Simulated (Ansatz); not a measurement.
# ZrTiAl2O7: the cost of one run

Method: DFT PBE, scalar-relativistic, plane waves, PAW, in Ansatz 0.2.0.

### 1 The structure to begin with

The cell holds 22 atoms (Al4O14Ti2Zr2): a = 6.523 Å, b = 6.523 Å, c = 6.523 Å, α = 60.00°, β = 60.00°, γ = 60.00°.

The sites of an ideal fluorite lattice, at a guessed lattice constant, take 2 Ti, 4 Al, 2 Zr; 14 O, 2 vacancies (sublattices apart by semicolons), with a shake of 0.02 Å. Warren-Cowley parameters of the first shell (negative: unlike neighbours preferred): Al-Ti +0.00, Al-Zr +0.00, Ti-Zr -0.33. In a cell this small the draw can fall short of the order aimed at.

Coordinates:

```
O Al Ti Zr
1.0
    -4.61274    4.61274    0.00000
    -4.61274    0.00000    4.61274
     0.00000    4.61274    4.61274
O Al Ti Zr
14 4 2 2
Direct
  0.87251 0.87789 0.37549
  0.37276 0.87109 0.37548
  0.87229 0.37150 0.37711
  0.37023 0.37296 0.37231
  0.36606 0.87952 0.87184
  0.36842 0.37341 0.88347
  0.61773 0.62072 0.12860
  0.12209 0.62850 0.12109
  0.62746 0.12431 0.12599
  0.62215 0.62344 0.62395
  0.11954 0.12655 0.12596
  0.12462 0.62623 0.62439
  0.62219 0.13388 0.62480
  0.12499 0.12607 0.62301
  0.00248 0.99876 0.99763
  0.50219 0.99875 0.00400
  0.00615 0.49859 0.99855
  0.50414 0.49784 0.00337
  0.49420 0.99944 0.50590
  0.49845 0.49945 0.50203
  0.99932 0.00303 0.50066
  0.99761 0.51001 0.49418
```

### 2 Relaxation without symmetry, coarse mesh

A cheap relaxation: coarse mesh, no symmetry, loose thresholds.

File input.yaml:

```yaml
crystal:
  lattice:
    - [-4.61273998, 4.61273998, 0.0]
    - [-4.61273998, 0.0, 4.61273998]
    - [0.0, 4.61273998, 4.61273998]
  atoms:
    - { symbol: O, position: [0.8725053447, 0.8778922927, 0.3754871465] }
    - { symbol: O, position: [0.3727552016, 0.8710918758, 0.3754759686] }
    - { symbol: O, position: [0.8722939828, 0.3715035674, 0.3771077119] }
    - { symbol: O, position: [0.3702312917, 0.3729631802, 0.3723133182] }
    - { symbol: O, position: [0.3660611044, 0.8795179476, 0.8718404247] }
    - { symbol: O, position: [0.3684246981, 0.3734107022, 0.8834715218] }
    - { symbol: O, position: [0.6177259494, 0.6207220173, 0.1286012257] }
    - { symbol: O, position: [0.1220903249, 0.628499452, 0.1210864881] }
    - { symbol: O, position: [0.6274595158, 0.1243068952, 0.1259914399] }
    - { symbol: O, position: [0.6221532036, 0.6234447563, 0.623947241] }
    - { symbol: O, position: [0.1195378067, 0.1265481774, 0.125959715] }
    - { symbol: O, position: [0.1246247878, 0.6262274944, 0.624392595] }
    - { symbol: O, position: [0.6221875793, 0.1338785632, 0.6247960531] }
    - { symbol: O, position: [0.1249865103, 0.1260722379, 0.6230104191] }
    - { symbol: Al, position: [0.00248369, 0.998762352, 0.9976255287] }
    - { symbol: Al, position: [0.5021906005, 0.9987472087, 0.0039951027] }
    - { symbol: Al, position: [0.0061537092, 0.4985891737, 0.9985462937] }
    - { symbol: Al, position: [0.5041416135, 0.4978377863, 0.0033663377] }
    - { symbol: Ti, position: [0.4941967057, 0.99944214, 0.5058975133] }
    - { symbol: Ti, position: [0.498447577, 0.4994529393, 0.5020280205] }
    - { symbol: Zr, position: [0.9993150899, 0.0030277741, 0.5006554278] }
    - { symbol: Zr, position: [0.9976120849, 0.5100131507, 0.4941796123] }
  symmetry: { detect: false }
basis:
  ecutwfc: 420
kpoints:
  mp_grid: { grid: [2, 2, 2], shift: [0.5, 0.5, 0.5] }
hamiltonian:
  xc: pbe
scf:
  occupations: { method: gaussian, width: 0.1 }
  lower_state_search: "off"
output:
  forces: true
  stress: true
  eigenvalues: true
relax:
  adjacent_minimum: "off"
  f_tol: 0.04
  max_steps: 50
  cell: { stress_tol: 0.3 }
```

Command:

```
$ ansatz run input.yaml --threads 4 --pin off --max-ram 9216MiB --backend cpu --events-out ev --progress --plain --runs-dir out
```

Q: Estimate wall time and peak memory on 4 threads of AMD EPYC 9R45 (Zen 5), shared host.

About 25 s, with a peak of 0.85 GiB.
